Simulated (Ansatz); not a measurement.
# Li7Sb: the cost of one run

Method: DFT PBE, scalar-relativistic, plane waves, PAW, in Ansatz 0.2.0.

1 further run of the same task is left out (set aside as unsound or not needed).

### Step 1. The starting structure

The structure is hexagonal, space group P-6m2 (No. 187). The conventional cell has a = 6.047 Å, b = 6.047 Å, c = 4.746 Å, α = 90.00°, β = 90.00°, γ = 120.00°. Li (site symmetry mm2) is surrounded by 10 Li at 2.96 to 3.07 Å and 2 Sb at 3.02 Å. Li (site symmetry mm2) has 10 Li at 2.89 to 3.15 Å and 2 Sb at 2.90 Å as nearest neighbours. Li (site symmetry -6m2) has 12 Li at 2.96 to 3.02 Å as nearest neighbours. Sb (site symmetry -6m2) has 12 Li at 2.90 to 3.02 Å as nearest neighbours.

Coordinates:

```cif
data_structure
_symmetry_space_group_name_H-M 'P-6m2'
_symmetry_Int_Tables_number 187
_cell_length_a 6.0466
_cell_length_b 6.0466
_cell_length_c 4.7461
_cell_angle_alpha 90.000
_cell_angle_beta 90.000
_cell_angle_gamma 120.000
_cell_volume 150.28
loop_
_atom_site_label
_atom_site_type_symbol
_atom_site_symmetry_multiplicity
_atom_site_Wyckoff_symbol
_atom_site_fract_x
_atom_site_fract_y
_atom_site_fract_z
_atom_site_occupancy
Li1 Li 3 j 0.00523 0.50262 0.00000 1
Li2 Li 3 k 0.15946 0.84054 0.50000 1
Li3 Li 1 f 0.66667 0.33333 0.50000 1
Sb1 Sb 1 a 0.00000 0.00000 0.00000 1
```

It is the end of an earlier relaxation with the same method, from a database cell with other species swapped in; it needn't be the stable form of this composition. At a tolerance of 0.05 Å it has space group P-6m2 (No. 187); it has 18.78 Å³/atom, an uncorrected energy of -0.25 eV/atom over the elements.

### Step 2. Bands, states and charges

Input file input.yaml:

```yaml
crystal:
  lattice:
    - [6.0465859807, 3.0e-09, 0.0]
    - [-3.0232929929, 5.236497064, 0.0]
    - [0.0, 0.0, 4.7461426384]
  atoms:
    - { symbol: Li, position: [1.0052302059, 0.5026151029, 0.0] }
    - { symbol: Li, position: [0.4973848971, -0.0052302059, 0.0] }
    - { symbol: Li, position: [0.4973848971, 0.5026151029, 0.0] }
    - { symbol: Li, position: [0.1594554175, 0.8405445825, 0.5] }
    - { symbol: Li, position: [0.1594554175, 0.318910835, 0.5] }
    - { symbol: Li, position: [0.681089165, 0.8405445825, 0.5] }
    - { symbol: Li, position: [0.6666666667, 0.3333333333, 0.5] }
    - { symbol: Sb, position: [0.0, 0.0, 0.0] }
basis:
  ecutwfc: 420
kpoints:
  mp_grid: { grid: [9, 9, 8] }
  band_path:
    path:
      - [[0.0, 0.0, 0.0], [0.5, 0.0, 0.0], [0.33333333, 0.33333333, 0.0], [0.0, 0.0, 0.0], [0.0, 0.0, 0.5], [0.5, 0.0, 0.5], [0.33333333, 0.33333333, 0.5], [0.0, 0.0, 0.5]]
      - [[0.5, 0.0, 0.5], [0.5, 0.0, 0.0]]
      - [[0.33333333, 0.33333333, 0.5], [0.33333333, 0.33333333, 0.0]]
    npoints: 14
hamiltonian:
  xc: pbe
scf:
  occupations: { method: gaussian, width: 0.1 }
  n_extra_bands: 20
output:
  forces: true
  stress: true
  eigenvalues: true
  populations: true
  dos: { projected: true, de: 0.02, nscf_kmesh: { grid: [11, 11, 10] } }
  bader: true
  write_density: true
  write_potential: true
  elf: true
  volumetric_format: npy
```

Launch:

```bash
> ansatz run input.yaml --threads 1 --pin off --max-ram 2560MiB --backend cpu --events-out ev --progress --plain --runs-dir out
```

**Question.** How long does this run take on 1 thread of Intel Xeon Platinum 8259CL at 2.50GHz (Skylake/Cascade Lake), shared host, and how much memory does it need?

About 4.3 min, with a peak of 0.76 GiB.
